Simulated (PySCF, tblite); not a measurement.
# C3H8ClFSi: geometry, infrared bands and NMR shifts

Wanted: the infrared bands and NMR shifts of C3H8ClFSi (`C[C@@]([SiH3])(Cl)CF`), by calculation.

The runs use tblite 0.8.0 and PySCF 2.14.0, with density-fitted response routines of our own; the level of theory stands in each step. All values are computed, except where a source is named. Atoms are numbered from 0 throughout.

## Step 1: The starting structure

14 atoms, charge 0, multiplicity 1; geometry from: force field or distance geometry start.

Bonds of the start (Å): C0–C1 1.52, C1–Si2 1.91, C1–Cl3 1.82, C1–C4 1.54, C4–F5 1.37, C0–H6 1.10, C0–H7 1.10, C0–H8 1.09, Si2–H9 1.48, Si2–H10 1.49, Si2–H11 1.48, C4–H12 1.10, C4–H13 1.09.

## Step 2: Relaxing the molecule with GFN2-xTB

The job: settings as JSON, then the geometry in Å.

```
{"job": {"kind": "relax", "xc": "GFN2-xTB", "basis": "xTB"}, "charge": 0, "multiplicity": 1}
C     -0.732400     0.972500    -0.921000
C     -0.288500     0.117900     0.256000
Si     1.579600     0.255700     0.628200
Cl    -1.114400     0.743100     1.746600
C     -0.722700    -1.342300     0.064400
F     -0.185800    -1.821700    -1.100300
H     -1.824100     0.906000    -1.073200
H     -0.491700     2.039800    -0.770200
H     -0.255100     0.654200    -1.852000
H      2.365300    -0.156800    -0.552800
H      1.936100     1.663900     0.938200
H      1.948100    -0.608700     1.775300
H     -1.814900    -1.421800    -0.029900
H     -0.400200    -2.002300     0.868700
```

On the command line:

```sh
$ OMP_NUM_THREADS=1 python probes_run.py task.json out
```

The driver reads the jobs from task.json and runs them one after another.

**Question.** This job is followed by: GFN2-xTB harmonic vibrations, gas phase; GIAO PBE0/pcSseg-1 NMR shielding, non-relativistic, gas phase. Predict these results of the whole session: strongest single infrared mode (GFN2-xTB); zero-point energy (GFN2-xTB); 13C shifts against TMS (PBE0/pcSseg-1); 1H shifts against TMS (PBE0/pcSseg-1, means over atoms taken as alike); 29Si shifts against TMS (PBE0/pcSseg-1); 35Cl shifts against HCl (PBE0/pcSseg-1); 19F shifts against CFCl3 (PBE0/pcSseg-1).

**Answer**, as computed:

| quantity | value |
| --- | --- |
| strongest single infrared mode (GFN2-xTB) | 783 cm⁻¹, 357 km/mol |
| zero-point energy (GFN2-xTB) | 62.1 kcal/mol |
| 13C shifts against TMS (PBE0/pcSseg-1) | 93.1, 56.1, 28.5 ppm |
| 1H shifts against TMS (PBE0/pcSseg-1, means over atoms taken as alike) | 4.80, 4.62, 4.06, 1.74 ppm |
| 29Si shifts against TMS (PBE0/pcSseg-1) | -53.2 ppm |
| 35Cl shifts against HCl (PBE0/pcSseg-1) | 179 ppm |
| 19F shifts against CFCl3 (PBE0/pcSseg-1) | -230.3 ppm |

In words: Over 47 steps the energy fell by 0.080 eV; of the close pairs, Si2–H10 changed most, 1.485 to 1.460 Å. All 36 modes are real, so the xTB geometry is a minimum. The strongest single mode, at 783 cm⁻¹, has its largest shares on H10, H11 and H9 (the list is cut at 3 atoms). Unscaled tight-binding wavenumbers are off by several per cent, some by more. Its intensities can rank the bands wrongly. At PBE0/pcSseg-1: The largest span, 476 ppm, is at Cl3, where the paramagnetic term is -377 ppm.
